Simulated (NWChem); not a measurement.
# AlPNH4OF (SMILES [NH2][Al]([F])[PH]O) at 3 levels

We compute a comparison of 3 runs (HF/3-21G, B3LYP/6-31G*, PBE/def2-SVP) of AlPNH4OF. 

The calculation is run with NWChem 7.3.0.

71 further runs of the same task are left out: 71 set aside as unsound or not needed. Runs told in other sessions of the task aren't counted.

### 1 The system as given

AlPNH4OF: 9 atoms, total charge 0, spin state singlet. As SMILES, `[NH2][Al]([F])[PH]O`. The P4–H8 distance was set to 1.859 Å, away from the relaxed value.

Bond lengths: N1–Al2 1.755 Å, Al2–F3 1.652 Å, Al2–P4 2.334 Å, P4–O5 1.677 Å, N1–H6 1.007 Å, N1–H7 1.006 Å, O5–H9 0.960 Å. Angles: N1–Al2–F3 119.8°, N1–Al2–P4 121.0°, F3–Al2–P4 119.0°, Al2–P4–O5 96.2°, Al2–N1–H6 122.5°, Al2–N1–H7 126.3°, P4–O5–H9 109.0°, H6–N1–H7 111.1°. A long bond or contact: P4–H8 1.859 Å.

### 2 The energy at HF/3-21G (run 1)

The input, sp.xyz:

```xyz
9
AlFH4NOP hf
N      1.585351     1.038830    -0.602416
Al     0.978551    -0.538670    -0.131416
F      2.001451    -1.643170     0.549384
P     -1.226549    -1.161870    -0.575016
O     -1.793749     0.385330    -0.888116
H      0.990051     1.756930    -0.982516
H      2.527851     1.373130    -0.489016
H     -1.643200    -1.310200     1.230300
H     -2.561949     0.327230    -1.461216
```

The input, run.py:

```python
from ase.io import read
from ase.calculators.nwchem import NWChem

atoms = read('sp.xyz')

calc = NWChem(
    label='sp',
    theory='scf',
    memory='2200 mb',
    basis='3-21G',
    basispar='spherical bse',
    scf={'nopen': '0', 'rhf': None, 'thresh': '1e-08', 'maxiter': '80'},
    task='energy',
)
atoms.calc = calc

print("Total energy (eV):", round(atoms.get_potential_energy(), 6))
print("dipole (e A):", atoms.get_dipole_moment().round(4))
```

Run with:

```console
export ASE_NWCHEM_COMMAND="nwchem PREFIX.nwi > PREFIX.nwo"
python run.py
```

The log of the run:

```text
Total energy (eV): -22027.548599
dipole (e A): [-0.0783  0.3882 -0.3673]
```

The calculator wrote sp.nwi:

```
title "sp"

permanent_dir sp

scratch_dir sp

start sp

geometry units angstrom nocenter noautosym noautoz
  N  1.5853510000000000e+00 1.0388299999999999e+00 -6.0241599999999995e-01
  Al 9.7855099999999995e-01 -5.3866999999999998e-01 -1.3141600000000001e-01
  F  2.0014509999999999e+00 -1.6431700000000000e+00 5.4938399999999998e-01
  P  -1.2265489999999999e+00 -1.1618700000000000e+00 -5.7501599999999997e-01
  O  -1.7937490000000000e+00 3.8533000000000001e-01 -8.8811600000000002e-01
  H  9.9005100000000001e-01 1.7569300000000001e+00 -9.8251599999999994e-01
  H  2.5278510000000001e+00 1.3731300000000000e+00 -4.8901600000000001e-01
  H  -1.6432000000000000e+00 -1.3102000000000000e+00 1.2302999999999999e+00
  H  -2.5619489999999998e+00 3.2723000000000002e-01 -1.4612160000000001e+00
end

memory 2200 mb

basis spherical bse noprint
   * library 3-21G
end

scf
  nopen 0
  rhf
  thresh 1e-08
  maxiter 80
end

task scf energy
```

sp.nwo:

```text
Northwest Computational Chemistry Package (NWChem) 7.3.0
             --------------------------------------------------------

           Job information
           ---------------

    nwchem branch   = 7.3.0
    use scalapack   = T
    input           = sp.nwi
    prefix          = sp.
    data base       = sp/sp.db
    status          = startup
    nproc           =        1

           Memory information
           ------------------

    heap     =     72089600 doubles =      550.0 Mbytes
    stack    =     72089597 doubles =      550.0 Mbytes
    global   =    144179200 doubles =     1100.0 Mbytes (distinct from heap & stack)
    total    =    288358397 doubles =     2200.0 Mbytes
    verify   = yes
    hardfail = no

           Directory information
           ---------------------

  0 permanent = sp
  0 scratch   = sp

                                NWChem Input Module
                                -------------------

                                        sp
                                        --

[... 126 lines left out ...]
 Convergence threshold     :          1.000E-08
[... 13 lines left out ...]
       Final RHF  results
[... 3 lines left out ...]
      One-electron energy =  -1670.848713098007
[... 1 line left out ...]
 Nuclear repulsion energy =    274.318209647438
[... 46 lines left out ...]
                       ROHF Final Molecular Orbital Analysis
[... 197 lines left out ...]
 center of mass
 --------------
 x =   0.32781809 y =  -1.00230791 z =  -0.60064319

 moments of inertia (a.u.)
 ------------------
         435.204228770492          13.457240686106        -203.555946935118
          13.457240686106         987.181774637535         114.334920130361
        -203.555946935118         114.334920130361        1223.704976019713

  Mulliken analysis of the total density
  --------------------------------------

    Atom       Charge   Shell Charges
 -----------   ------   -------------------------------------------------------
    1 N    7     8.13   1.99  0.35  1.82  1.32  2.65
    2 Al  13    11.60   2.00  1.98  5.88  0.57  0.93  0.04  0.20
    3 F    9     9.54   1.98  0.44  2.46  1.54  3.12
[... 5 lines of this table left out ...]
    9 H    1     0.59   0.42  0.17

       Multipole analysis of the density wrt the origin
       ------------------------------------------------

     L   x y z        total         open         nuclear
     -   - - -        -----         ----         -------
     0   0 0 0     -0.000000      0.000000     56.000000

     1   1 0 0     -0.147931      0.000000     15.866527
[... 8 lines of this table left out ...]
     2   0 0 2    -30.089013      0.000000     77.149874

 Task  times  cpu:        2.2s     wall:        2.2s
 Total times  cpu:        2.3s     wall:        2.3s
```

Wall time 3.3 s (1 thread of Intel Xeon 6975P-C (Granite Rapids), shared host); peak memory 0.096 GiB.

### 3 A single-point energy at B3LYP/6-31G(d) (Cartesian functions) (run 2)

The input, alfh4nop.nw:

```
start alfh4nop
title "AlFH4NOP"
memory total 2200 mb

geometry noautosym nocenter noautoz
N        1.585351       1.038830      -0.602416
Al       0.978551      -0.538670      -0.131416
F        2.001451      -1.643170       0.549384
P       -1.226549      -1.161870      -0.575016
O       -1.793749       0.385330      -0.888116
H        0.990051       1.756930      -0.982516
H        2.527851       1.373130      -0.489016
H       -1.643200      -1.310200       1.230300
H       -2.561949       0.327230      -1.461216
end

basis "ao basis" cartesian
* library 6-31G*
end

dft
xc b3lyp
mult 1
grid fine
convergence energy 1e-08
maxiter 100
mulliken
end

task dft energy
```

Run with:

```console
nwchem alfh4nop.nw > alfh4nop.out
```

The log of the run:

```text
[...]
          Wavefunction type:  closed shell.
          No. of atoms     :     9
          No. of electrons :    56
[...]
          Charge           :     0
          Spin multiplicity:     1
[...]
          AO basis - number of functions:    91
[...]
              XC Information
              --------------
                         B3LYP Method XC Potential
                     Hartree-Fock (Exact) Exchange  0.200
                        Slater Exchange Functional  0.800 local
                    Becke 1988 Exchange Functional  0.720 non-local
              Lee-Yang-Parr Correlation Functional  0.810
                  VWN I RPA Correlation Functional  0.190 local
[...]
 d= 0,ls=0.0,diis     1   -815.9561097774 -1.09D+03  2.05D-02  1.24D+00     1.9
[...]
 d= 0,ls=0.0,diis    10   -816.0884508008 -3.76D-09  7.36D-07  5.36D-09    14.3
         Total DFT energy =     -816.088450800806
      One electron energy =    -1676.517098441971
           Coulomb energy =      655.583864109705
    Exchange-Corr. energy =      -69.473426115978
 Nuclear repulsion energy =      274.318209647438
[...]
      Total Density - Mulliken Population Analysis
     ---------------------------------------------
    Atom       Charge   Shell Charges
 -----------   ------   -------------------------------------------------------
    1 N    7     7.88   1.99  0.77  2.54  0.81  1.75  0.02
    2 Al  13    12.19   2.00  1.99  5.97  0.84  1.03  0.04  0.20  0.13
    3 F    9     9.43   1.99  0.94  3.31  0.97  2.16  0.06
    4 P   15    14.81   2.00  1.99  5.97  1.32  2.13  0.53  0.82  0.05
    5 O    8     8.70   1.99  0.90  2.92  0.97  1.88  0.04
    6 H    1     0.66   0.50  0.16
    7 H    1     0.67   0.50  0.16
    8 H    1     1.07   0.41  0.66
    9 H    1     0.58   0.47  0.10
[...]
```

Run time: 15 s. Hardware: 1 thread of Intel Xeon 6975P-C (Granite Rapids), shared host; peak memory 0.11 GiB.

### 4 A single-point energy at PBE/def2-SVP (run 3)

The input, run.xyz:

```xyz
9
AlFH4NOP
N      1.585351     1.038830    -0.602416
Al     0.978551    -0.538670    -0.131416
F      2.001451    -1.643170     0.549384
P     -1.226549    -1.161870    -0.575016
O     -1.793749     0.385330    -0.888116
H      0.990051     1.756930    -0.982516
H      2.527851     1.373130    -0.489016
H     -1.643200    -1.310200     1.230300
H     -2.561949     0.327230    -1.461216
```

The input, run.py:

```python
from ase.io import read
from ase.calculators.nwchem import NWChem

mol = read('run.xyz')

calc = NWChem(
    label='run',
    theory='dft',
    memory='2200 mb',
    basis='def2-SVP',
    basispar='spherical bse',
    dft={'xc': 'xpbe96 cpbe96', 'mult': '1', 'grid': 'fine', 'convergence': 'energy 1e-08', 'iterations': '100', 'mulliken': None},
    task='energy',
)
mol.calc = calc

e = mol.get_potential_energy()
print(f"E = {e:.6f} eV")
print("dipole (e A):", mol.get_dipole_moment().round(4))
```

Run with:

```console
export ASE_NWCHEM_COMMAND="nwchem PREFIX.nwi > PREFIX.nwo"
python run.py
```

The log of the run:

```text
E = -22182.627438 eV
dipole (e A): [-0.1381  0.4391 -0.3674]
```

The calculator wrote run.nwi:

```
title "run"

permanent_dir run

scratch_dir run

start run

geometry units angstrom nocenter noautosym noautoz
  N  1.5853510000000000e+00 1.0388299999999999e+00 -6.0241599999999995e-01
  Al 9.7855099999999995e-01 -5.3866999999999998e-01 -1.3141600000000001e-01
  F  2.0014509999999999e+00 -1.6431700000000000e+00 5.4938399999999998e-01
  P  -1.2265489999999999e+00 -1.1618700000000000e+00 -5.7501599999999997e-01
  O  -1.7937490000000000e+00 3.8533000000000001e-01 -8.8811600000000002e-01
  H  9.9005100000000001e-01 1.7569300000000001e+00 -9.8251599999999994e-01
  H  2.5278510000000001e+00 1.3731300000000000e+00 -4.8901600000000001e-01
  H  -1.6432000000000000e+00 -1.3102000000000000e+00 1.2302999999999999e+00
  H  -2.5619489999999998e+00 3.2723000000000002e-01 -1.4612160000000001e+00
end

memory 2200 mb

basis spherical bse noprint
   * library def2-SVP
end

dft
  xc xpbe96 cpbe96
  mult 1
  grid fine
  convergence energy 1e-08
  iterations 100
  mulliken
end

task dft energy
```

run.nwo:

```text
Northwest Computational Chemistry Package (NWChem) 7.3.0
             --------------------------------------------------------

           Job information
           ---------------

    nwchem branch   = 7.3.0
    use scalapack   = T
    input           = run.nwi
    prefix          = run.
    data base       = run/run.db
    status          = startup
    nproc           =        1

           Memory information
           ------------------

    heap     =     72089598 doubles =      550.0 Mbytes
    stack    =     72089595 doubles =      550.0 Mbytes
    global   =    144179200 doubles =     1100.0 Mbytes (distinct from heap & stack)
    total    =    288358393 doubles =     2200.0 Mbytes
    verify   = yes
    hardfail = no

           Directory information
           ---------------------

  0 permanent = run
  0 scratch   = run

                                NWChem Input Module
                                -------------------

                                        run
                                        ---

[... 97 lines left out ...]
  convergence criterion.
[... 17 lines left out ...]
          Convergence on energy requested:  1.00D-08
[... 1 line left out ...]
          Convergence on gradient requested:  5.00D-04
[... 24 lines left out ...]
          Convergence Information
[... 2 lines left out ...]
          total energy or number of iterations.
[... 27 lines left out ...]
 1-e energy   =   -1671.809270
[... 27 lines left out ...]
   convergence    iter        energy       DeltaE   RMS-Dens  Diis-err    time
[... 15 lines left out ...]
      One electron energy =    -1676.001610970307
[... 1 line left out ...]
    Exchange-Corr. energy =      -68.850014829450
[... 6 lines left out ...]
                       DFT Final Molecular Orbital Analysis
[... 703 lines left out ...]
     -------------------------------------------
      Total Density - Lowdin Population Analysis
     -------------------------------------------

    Atom       Charge   Shell Charges
 -----------   ------   -------------------------------------------------------
    1 N    7     7.20   1.97  0.70  0.44  2.25  1.83  0.02
    2 Al  13    12.70   2.00  1.93  0.57  0.23  5.81  0.98  0.67  0.52
    3 F    9     9.20   1.98  1.01  0.76  3.21  2.23  0.00
[... 5 lines of this table left out ...]
    9 H    1     0.93   0.56  0.18  0.19

 center of mass
 --------------
 x =   0.32781809 y =  -1.00230791 z =  -0.60064319

 moments of inertia (a.u.)
 ------------------
         435.204228770492          13.457240686106        -203.555946935118
          13.457240686106         987.181774637535         114.334920130361
        -203.555946935118         114.334920130361        1223.704976019713

     Multipole analysis of the density
     ---------------------------------

     L   x y z        total         alpha         beta         nuclear
     -   - - -        -----         -----         ----         -------
     0   0 0 0     -0.000000    -28.000000    -28.000000     56.000000

     1   1 0 0     -0.261012     -8.063769     -8.063769     15.866527
[... 8 lines of this table left out ...]
     2   0 0 2    -29.949637    -53.549756    -53.549756     77.149874

 Task  times  cpu:       13.3s     wall:       13.3s
 Total times  cpu:       13.3s     wall:       13.3s
```

Wall time 14 s (1 thread of Intel Xeon 6975P-C (Granite Rapids), shared host); peak memory 0.12 GiB.

### 5 Overview of the runs

```tsv
run	level	Cartesian functions	iteration cap	energy (Eh)	dipole moment (D)	HOMO energy (eV)	LUMO energy (eV)	wall time
1	HF/3-21G	no	80	-809.497487	2.59	-9.58	2.41	3.3 s
2	B3LYP/6-31G* (Cartesian functions)	yes	100	-816.088451	2.76	-6.63	-1.01	15 s
3	PBE/def2-SVP	no	100	-815.196529	2.83	-5.65	-1.66	14 s
```

### 6 What came out

| quantity | value |
| --- | --- |
| run 3: total energy | -815.19653 Eh |
| run 3: dipole moment | 2.83 D |
| run 3: HOMO energy | -5.65 eV |
| run 3: LUMO energy | -1.66 eV |
| run 3: HOMO–LUMO gap | 4.00 eV |

The dipole moment (its size) runs from 2.59 D (HF/3-21G) to 2.83 D (PBE/def2-SVP). The two ends differ in method and basis. The HOMO–LUMO gap runs from 4.00 eV (PBE/def2-SVP) to 11.98 eV (HF/3-21G). Totals of different functionals can't be ranked against each other. All runs together took 33 s, the longest 15 s.
